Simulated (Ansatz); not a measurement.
# Al: the cost of one run

Computed with Ansatz 0.2.0 (DFT r2SCAN, scalar-relativistic, plane waves, PAW, unless a step's input says otherwise).

1 further run of the same task is left out (set aside as unsound or not needed).

### 1 The starting structure

The structure is hexagonal, space group P6_3/mmc (No. 194). The conventional cell has a = 2.822 Å, b = 2.822 Å, c = 9.262 Å, α = 90.00°, β = 90.00°, γ = 120.00°. Al (site symmetry -3m) is surrounded by 12 Al at 2.82 to 2.83 Å. Around Al (site symmetry -6m2) lie 12 Al at 2.82 to 2.83 Å.

As a file:

```cif
data_structure
_symmetry_space_group_name_H-M 'P6_3/mmc'
_symmetry_Int_Tables_number 194
_cell_length_a 2.8222
_cell_length_b 2.8222
_cell_length_c 9.2621
_cell_angle_alpha 90.000
_cell_angle_beta 90.000
_cell_angle_gamma 120.000
_cell_volume 63.89
loop_
_atom_site_label
_atom_site_type_symbol
_atom_site_symmetry_multiplicity
_atom_site_Wyckoff_symbol
_atom_site_fract_x
_atom_site_fract_y
_atom_site_fract_z
_atom_site_occupancy
Al1 Al 2 a 0.00000 0.00000 0.00000 1
Al2 Al 2 c 0.33333 0.66667 0.25000 1
```

It goes back to an entry of the Materials Project, which need not be the stable form.

This cell was relaxed beforehand with the same method: volume 15.97 Å³/atom, gap on the mesh none (metal).

### 2 Bulk reference on the slab's mesh

Contents of input.yaml:

```yaml
crystal:
  lattice:
    - [2.8221979689, 0.0, 0.0]
    - [0.0, 10.4728290076, 0.0]
    - [1.4110989845, 1.1407807819, 2.1615319196]
  atoms:
    - { symbol: Al, position: [0.0, 0.0, 0.0] }
    - { symbol: Al, position: [0.0833333333, 0.75, 0.8333333333] }
    - { symbol: Al, position: [0.5, 0.5, 0.0] }
    - { symbol: Al, position: [0.9166666667, 0.25, 0.1666666667] }
basis:
  ecutwfc: 500
kpoints:
  mp_grid: { grid: [12, 4, 16] }
hamiltonian:
  xc: r2scan
scf:
  occupations: { method: gaussian, width: 0.1 }
output:
  forces: true
  stress: true
  eigenvalues: true
```

The run is started by

```
ansatz run input.yaml --threads 2 --pin off --max-ram 5120MiB --backend cpu --events-out ev --progress --plain --runs-dir out
```

What time and memory should one allow on 2 threads of Intel Xeon at 2.50GHz (Skylake/Cascade Lake), shared host?

About 36 s, with a peak of 0.79 GiB.
